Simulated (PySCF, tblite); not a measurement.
# C5H14Si2: geometry, infrared bands and NMR shifts

Wanted: the infrared bands and NMR shifts of C5H14Si2 (`C=C(C)[SiH2]CC[SiH3]`), by calculation.

Programs: tblite 0.8.0 and PySCF 2.14.0, with density-fitted response routines of our own. Each step states its level of theory. These are calculated values for one molecule in the gas phase, unless marked as measured. Atoms are numbered from 0 throughout.

**1. The molecule as given**

21 atoms, charge 0, multiplicity 1; geometry from: force field or distance geometry start.

Bonds of the start (Å): C0–C1 1.30, C1–C2 1.50, C1–Si3 1.83, Si3–C4 1.82, C4–C5 1.50, C5–Si6 1.90, C0–H7 1.09, C0–H8 1.08, C2–H9 1.12, C2–H10 1.09, C2–H11 1.14, Si3–H12 1.49, Si3–H13 1.49, C4–H14 1.13, C4–H15 1.12, C5–H16 1.11, C5–H17 1.11, Si6–H18 1.46, Si6–H19 1.45, Si6–H20 1.49.

**2. Relaxing the molecule with GFN2-xTB**

The job: settings as JSON, then the geometry in Å.

```
{"job": {"kind": "relax", "xc": "GFN2-xTB", "basis": "xTB"}, "charge": 0, "multiplicity": 1}
C     -1.703400    -0.290400    -1.396800
C     -1.913100     0.070100    -0.161100
C     -3.293300    -0.113300     0.399900
Si    -0.656500     0.756800     0.974600
C      1.067700     0.768700     0.389000
C      1.677000    -0.556900     0.057000
Si     3.430700    -0.123300    -0.520900
H     -2.548100    -0.681100    -1.964400
H     -0.766700    -0.226200    -1.930100
H     -3.533400     0.830600     0.944400
H     -3.364000    -0.947000     1.091100
H     -4.029500    -0.221600    -0.457600
H     -1.053900     2.165300     1.246800
H     -0.797300     0.104700     2.307900
H      1.692100     1.204400     1.221700
H      1.258300     1.489300    -0.448000
H      1.214800    -1.018200    -0.840100
H      1.710500    -1.266900     0.911900
H      3.382400     0.472900    -1.851600
H      4.367700    -1.222000    -0.374400
H      3.849200     0.975700     0.400100
```

Command:

```console
$ OMP_NUM_THREADS=1 python probes_run.py task.json out
```

The driver reads the jobs from task.json and runs them one after another.

**Question.** This job is followed by: GFN2-xTB harmonic vibrations, gas phase; GIAO PBE0/pcSseg-1 NMR shielding, non-relativistic, gas phase. What will the session give for the following? strongest single infrared mode (GFN2-xTB); zero-point energy (GFN2-xTB); 13C shifts against TMS (PBE0/pcSseg-1); 1H shifts against TMS (PBE0/pcSseg-1, means over atoms taken as alike); 29Si shifts against TMS (PBE0/pcSseg-1).

The runs gave:

```
                                                              quantity                                         value
                             strongest single infrared mode (GFN2-xTB)                          783 cm⁻¹, 638 km/mol
                                          zero-point energy (GFN2-xTB)                                103.1 kcal/mol
                                13C shifts against TMS (PBE0/pcSseg-1)              149.2, 133.3, 28.4, 7.6, 6.1 ppm
1H shifts against TMS (PBE0/pcSseg-1, means over atoms taken as alike)  6.16, 5.56, 4.34, 3.87, 2.06, 0.83, 0.83 ppm
                               29Si shifts against TMS (PBE0/pcSseg-1)                              -42.2, -67.0 ppm
```

In words: The optimisation took 130 steps and gained 0.561 eV; among the close pairs (by a distance rule), Si3–C4 changed most, from 1.821 to 1.902 Å. All 57 modes are real, so the xTB geometry is a minimum. The strongest single mode, at 783 cm⁻¹, is spread over many atoms; the largest shares are those of Si3, C4. Unscaled tight-binding wavenumbers are off by several per cent, some by more. Its intensities can rank the bands wrongly. The most deshielded carbon is C1 (fully substituted alkene carbon), at 149.2 ppm: as expected for a trigonal carbon in a double bond. At PBE0/pcSseg-1: The largest span, 255 ppm, is at C1, where the paramagnetic term is -226 ppm.
